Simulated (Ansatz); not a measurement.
# LaAg: how the settings move a relaxation

Question: which choices in the input matter for LaAg?

Method: reference: DFT, r2SCAN, PAW with Ansatz's default frozen-core files, scalar-relativistic; relaxation of cell and atoms, in Ansatz 0.2.0.

**1. Starting point**

The structure is tetragonal, space group P4/mmm (No. 123). The conventional cell has a = 3.808 Å, b = 3.808 Å, c = 3.818 Å, α = 90.00°, β = 90.00°, γ = 90.00°. Around La (site symmetry 4/mmm) lie 8 Ag at 3.30 Å. Around Ag (site symmetry 4/mmm) lie 8 La at 3.30 Å.

Structure file:

```xyz
2
Lattice="3.8080 0.0000 0.0000 0.0000 3.8080 0.0000 0.0000 0.0000 3.8183" Properties=species:S:1:pos:R:3 pbc="T T T"
La    1.9040    1.9040    1.9091
Ag    0.0000    0.0000    0.0000
```

**2. The reference run**

input.yaml reads:

```yaml
crystal:
  lattice:
    - [3.80798897, 0.0, 0.0]
    - [0.0, 3.80798897, 0.0]
    - [0.0, 0.0, 3.81828074]
  atoms:
    - { symbol: La, position: [0.5, 0.5, 0.5] }
    - { symbol: Ag, position: [0.0, 0.0, 0.0] }
kpoints:
  mp_grid: { grid: [12, 12, 12] }
scf:
  occupations: { method: fermi_dirac, width: 0.1 }
hamiltonian:
  xc: r2scan
  pseudopotentials: { kind: paw }
relax:
  f_tol: 0.002
  max_steps: 80
  cell: {}
output:
  forces: true
  stress: true
```

Started as:

```sh
$ ansatz run input.yaml --threads 1 --pin off --max-ram 2560MiB --backend cpu --events-out ev --progress --plain --runs-dir out
```

**3. Variant: mp_grid.grid [8, 8, 8]**

Changes to input.yaml since step 2:

```diff
@@ -9,3 +9,3 @@
 kpoints:
-  mp_grid: { grid: [12, 12, 12] }
+  mp_grid: { grid: [8, 8, 8] }
 scf:
@@ -22 +22,5 @@
   stress: true
+  write_density: true
+  write_potential: true
+  elf: true
+  volumetric_format: npy
```

Q: Predict the outcome of this session. Wanted: for each run, ending; energy change; pressure; gap; force.

The runs gave:

```csv
run,ending,energy change,pressure (GPa),gap (eV),force (eV/Å),cycles,time
reference,converged,0,0.0,0.00,0.00,24,59 s
"1: mp_grid.grid [8, 8, 8]",converged,-3.3 meV/atom,0.0,0.00,0.00,22,47 s
```

Times don't compare one to one where runs were asked for different outputs or read a saved state (see the inputs); cycles may leave out searches for a lower state.

**Reading.** Changing the k-point mesh moves the energy by -3.3 meV/atom, and the final volume goes from 55.58 to 55.47 Å³. The energy is not variational in the mesh, so the sign tells nothing.
